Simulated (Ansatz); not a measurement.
# CH₄ClInS: basis-set convergence

How large a basis does CH₄ClInS need? Two functionals are run in growing sets.

The runs use Ansatz 0.2.0, Gaussian basis; one geometry, several basis sets.

Levels to be run: PBE0-D4/def2-SVP; ωB97M-V/def2-SVP; PBE0-D4/def2-QZVPP; ωB97M-V/def2-QZVPP; the functionals' def2-TZVPP values are taken from earlier runs.

1 further run of the same task is left out (for a known fault of the program).

**1. The geometry**

All runs share one geometry, relaxed beforehand with PBE0-D4 in a triple-zeta def2 set. In takes the def2 core potential; no spin-orbit term is included.

SMILES `[CH3][In]([SH])[Cl]`, 8 atoms, charge 0, spin multiplicity 1.

Atoms are counted from 1 here; the program's logs count them from 0.

Bond lengths: C1–In2 2.129 Å, C1–H5 1.089 Å, C1–H6 1.090 Å, C1–H7 1.090 Å, In2–S3 2.373 Å, In2–Cl4 2.345 Å, S3–H8 1.344 Å. Angles: In2–C1–H5 109.0°, In2–C1–H6 109.4°, In2–C1–H7 109.6°, H5–C1–H6 109.9°, H5–C1–H7 110.0°, H6–C1–H7 109.0°, C1–In2–S3 130.2°, C1–In2–Cl4 119.2°, S3–In2–Cl4 110.6°, In2–S3–H8 92.2°.

**2. PBE0-D4 in def2-SVP**

in.yaml reads:

```yaml
crystal:
  periodic: [false, false, false]
  atoms:
    - {symbol: C, position_ang: [-0.140065, 1.518766, -0.451334]}
    - {symbol: In, position_ang: [-0.068529, -0.535010, 0.106507]}
    - {symbol: S, position_ang: [1.651475, -1.774376, 1.173762]}
    - {symbol: Cl, position_ang: [-1.915315, -1.907227, -0.344545]}
    - {symbol: H, position_ang: [-1.078452, 1.713901, -0.967535]}
    - {symbol: H, position_ang: [-0.072993, 2.139505, 0.442169]}
    - {symbol: H, position_ang: [0.700014, 1.748490, -1.106547]}
    - {symbol: H, position_ang: [0.923865, -2.904049, 1.147514]}
basis:
  gaussian: {orbitals: def2-SVP}
hamiltonian: {xc: pbe0, dispersion: d4}
output: {orbitals: {seedname: orbitals}}
```

Started as:

```sh
ansatz run in.yaml --threads 4 --pin off --events-out ev --progress --plain --max-ram 10444MiB
```

After this run come: ωB97M-V in def2-SVP; PBE0-D4 in def2-QZVPP; ωB97M-V in def2-QZVPP.

**Question.** What will the summary of the whole plan be? Wanted: PBE0-D4: double and triple zeta above quadruple; ωB97M-V: double and triple zeta above quadruple.

As calculated:

| quantity | value |
| --- | --- |
| PBE0-D4: double and triple zeta above quadruple | 10.39, 0.80 eV |
| ωB97M-V: double and triple zeta above quadruple | 10.39, 0.77 eV |

**Reading.** PBE0-D4 gains 9.59 eV from double to triple zeta, then 0.80 eV more. These are total energies; as a rule much of such shifts cancels in differences, which this series doesn't test.
